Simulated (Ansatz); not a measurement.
# YCrO4 (zircon): the cost of one run

Method: DFT r2SCAN, scalar-relativistic, plane waves, PAW, in Ansatz 0.2.0.

## 1. The starting structure

It takes space group I4_1/amd (No. 141, tetragonal). Conventional cell: a = 7.089 Å, b = 7.089 Å, c = 6.281 Å, α = 90.00°, β = 90.00°, γ = 90.00°. Around Y (site symmetry -4m2) lie 8 O at 2.34 to 2.46 Å. Cr (site symmetry -4m2) has 4 O at 1.63 Å as nearest neighbours. Around O (site symmetry m) lie 1 Cr at 1.63 Å and 1 Y at 2.34 Å.

Coordinates:

```
Y Cr O
1.0
    -3.54450    3.54450    3.14050
     3.54450   -3.54450    3.14050
     3.54450    3.54450   -3.14050
Y Cr O
2 2 8
Direct
  0.87500 0.12500 0.75000
  0.12500 0.87500 0.25000
  0.62500 0.37500 0.25000
  0.37500 0.62500 0.75000
  0.64020 0.21190 0.42830
  0.35980 0.78810 0.57170
  0.21190 0.28360 0.57170
  0.78810 0.71640 0.42830
  0.28360 0.21190 0.07170
  0.71640 0.78810 0.92830
  0.21190 0.64020 0.92830
  0.78810 0.35980 0.07170
```

## 2. Cell and atoms relaxed at 0 GPa

Contents of input.yaml:

```yaml
crystal:
  lattice:
    - [-3.5445, 3.5445, 3.1405]
    - [3.5445, -3.5445, 3.1405]
    - [3.5445, 3.5445, -3.1405]
  atoms:
    - { symbol: "Y", position: [0.875, 0.125, 0.75] }
    - { symbol: "Y", position: [0.125, 0.875, 0.25] }
    - { symbol: Cr, position: [0.625, 0.375, 0.25], spin: 1.0 }
    - { symbol: Cr, position: [0.375, 0.625, 0.75], spin: 1.0 }
    - { symbol: O, position: [0.6402, 0.2119, 0.4283] }
    - { symbol: O, position: [0.3598, 0.7881, 0.5717] }
    - { symbol: O, position: [0.2119, 0.2836, 0.5717] }
    - { symbol: O, position: [0.7881, 0.7164, 0.4283] }
    - { symbol: O, position: [0.2836, 0.2119, 0.0717] }
    - { symbol: O, position: [0.7164, 0.7881, 0.9283] }
    - { symbol: O, position: [0.2119, 0.6402, 0.9283] }
    - { symbol: O, position: [0.7881, 0.3598, 0.0717] }
magnetization:
  spin_polarized: true
scf:
  occupations: { method: gaussian, width: 0.02 }
output:
  forces: true
  stress: true
  eigenvalues: true
  populations: true
  write_density: true
  write_potential: true
  elf: true
  volumetric_format: npy
hamiltonian:
  xc: r2scan
basis:
  ecutwfc: 520
kpoints:
  mp_grid: { grid: [4, 4, 4] }
relax:
  f_tol: 0.005
  max_steps: 60
  cell: { stress_tol: 0.03, p_target: 0 }
```

Command:

```console
> ansatz run input.yaml --threads 4 --pin off --max-ram 10240MiB --backend cpu --events-out ev --progress --plain --runs-dir out
```

Q: Estimate wall time and peak memory on 4 threads of Intel Xeon at 2.70GHz, shared host.

About 3.5 min, with a peak of 1.2 GiB.
